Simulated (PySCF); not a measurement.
# C5H4OS: the cost of one run

The runs use PySCF 2.14.0, with density-fitted response routines of our own; the level of theory stands in each step. All values are computed, except where a source is named. Atoms are numbered from 0 throughout.

## 1. Starting geometry

11 atoms, charge 0, multiplicity 1; geometry from: GFN2-xTB. The atoms were then displaced at random by about 0.01 Å, so the start is not that level's minimum.

Bonds of the start (Å): O0–C1 1.24, C1–C2 1.45, C2–C3 1.41, C3–C4 1.41, C4–C5 1.36, C5–S6 1.71, S6–C2 1.71, C1–H7 1.09, C3–H8 1.04, C4–H9 1.08, C5–H10 1.07.

## 2. Geometry optimisation at PBE0-D3(BJ)/def2-TZVP

Job settings and geometry (Å):

```
{"job": {"xc": "PBE0", "basis": "def2-TZVP", "d3": "d3bj", "grid": 2, "shake": 0.01, "kind": "geom"}, "charge": 0, "multiplicity": 1}
O      1.637080    -2.407210    -0.612290
C      0.460120    -2.037530    -0.518310
C      0.014620    -0.697340    -0.185710
C      0.850610     0.407110     0.086760
C      0.062060     1.543780     0.374350
C     -1.282910     1.321220     0.337810
S     -1.643670    -0.304130    -0.061280
H     -0.355390    -2.734410    -0.687340
H      1.889590     0.369920     0.088750
H      0.491130     2.505400     0.630380
H     -2.085140     2.007350     0.531210
```

The run is started by

```
OMP_NUM_THREADS=1 python probes_run.py task.json out
```

One launch serves the whole session: the jobs run in the order shown.

Q: Estimate the wall time and peak memory of this first job on 1 thread of Arm Neoverse V1, shared host.

About 4.1 min, with a peak of 1.1 GiB.
